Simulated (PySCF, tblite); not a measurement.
**C₄H₇ClGeO: geometry, infrared bands and NMR shifts**

Aim: predict the infrared bands and NMR shifts of C₄H₇ClGeO (`C=C[O][GeH2][C](=C)Cl`).

The runs use tblite 0.8.0 and PySCF 2.14.0, with density-fitted response routines of our own; the level of theory stands in each step. All values are computed, except where a source is named. Atoms count from 0, in the outputs and in this text.

**1. The molecule as given**

14 atoms, charge 0, multiplicity 1; geometry from: force field or distance geometry start.

Bonds of the start (Å): C0–C1 1.33, C1–O2 1.39, O2–Ge3 1.81, Ge3–C4 1.90, C4–C5 1.33, C4–Cl6 1.77, C0–H7 1.08, C0–H8 1.09, C1–H9 1.09, Ge3–H10 1.55, Ge3–H11 1.56, C5–H12 1.08, C5–H13 1.06.

**2. Optimising the geometry with GFN2-xTB**

Job settings and geometry (Å):

```
{"job": {"kind": "relax", "xc": "GFN2-xTB", "basis": "xTB"}, "charge": 0, "multiplicity": 1}
C      2.639700    -0.260600     0.366700
C      1.838600    -0.979300     1.143500
O      0.458800    -0.975700     0.962900
Ge    -0.140700     0.308900    -0.161500
C     -2.001000     0.686300    -0.009000
C     -2.901200    -0.122400     0.537700
Cl    -2.562000     2.226000    -0.677700
H      2.267600     0.366200    -0.432200
H      3.715300    -0.263700     0.511000
H      2.311600    -1.565300     1.927300
H      0.656000     1.600700     0.142600
H      0.287500    -0.138400    -1.593900
H     -2.659000    -1.079500     0.980500
H     -3.912000     0.196300     0.560000
```

Started as:

```bash
> OMP_NUM_THREADS=1 python probes_run.py task.json out
```

The driver reads the jobs from task.json and runs them one after another.

**Question.** This job is followed by: GFN2-xTB harmonic vibrations, gas phase; GIAO PBE0/pcSseg-1 NMR shielding, non-relativistic, gas phase. What will the session give for the following? strongest single infrared mode (GFN2-xTB); zero-point energy (GFN2-xTB); 13C shifts against TMS (PBE0/pcSseg-1); 1H shifts against TMS (PBE0/pcSseg-1, means over atoms taken as alike); 17O shifts against H2O (PBE0/pcSseg-1); 73Ge shifts against GeMe4 (PBE0/pcSseg-1); 35Cl shifts against HCl (PBE0/pcSseg-1).

**Answer**, as computed:

| quantity | value |
| --- | --- |
| strongest single infrared mode (GFN2-xTB) | 1947 cm⁻¹, 445 km/mol |
| zero-point energy (GFN2-xTB) | 57.1 kcal/mol |
| 13C shifts against TMS (PBE0/pcSseg-1) | 160.2, 145.3, 135.9, 92.5 ppm |
| 1H shifts against TMS (PBE0/pcSseg-1, means over atoms taken as alike) | 6.89, 6.57, 6.38, 5.22, 4.32, 4.08 ppm |
| 17O shifts against H2O (PBE0/pcSseg-1) | 111.6 ppm |
| 73Ge shifts against GeMe4 (PBE0/pcSseg-1) | -89 ppm |
| 35Cl shifts against HCl (PBE0/pcSseg-1) | 239 ppm |

**Reading.** Relaxing lowered the energy by 0.561 eV in 92 steps; the close pair that moved most is Ge3–H11, from 1.561 to 1.509 Å. No mode is imaginary among the 36: a minimum at this level. The strongest single mode, at 1947 cm⁻¹, moves mainly H10 and H11. GFN2-xTB is a fitted tight-binding method: band positions and strengths are rough. Its intensities can rank the bands wrongly. The most deshielded hydrogen is H9 (hydrogen on an alkene carbon bearing oxygen), at 6.89 ppm: olefinic region. At PBE0/pcSseg-1: The widest tensor belongs to Cl6: span 492 ppm, with a paramagnetic part of -434 ppm. Spin-orbit coupling is left out, which matters for shieldings and couplings at and beside the heavy atoms.
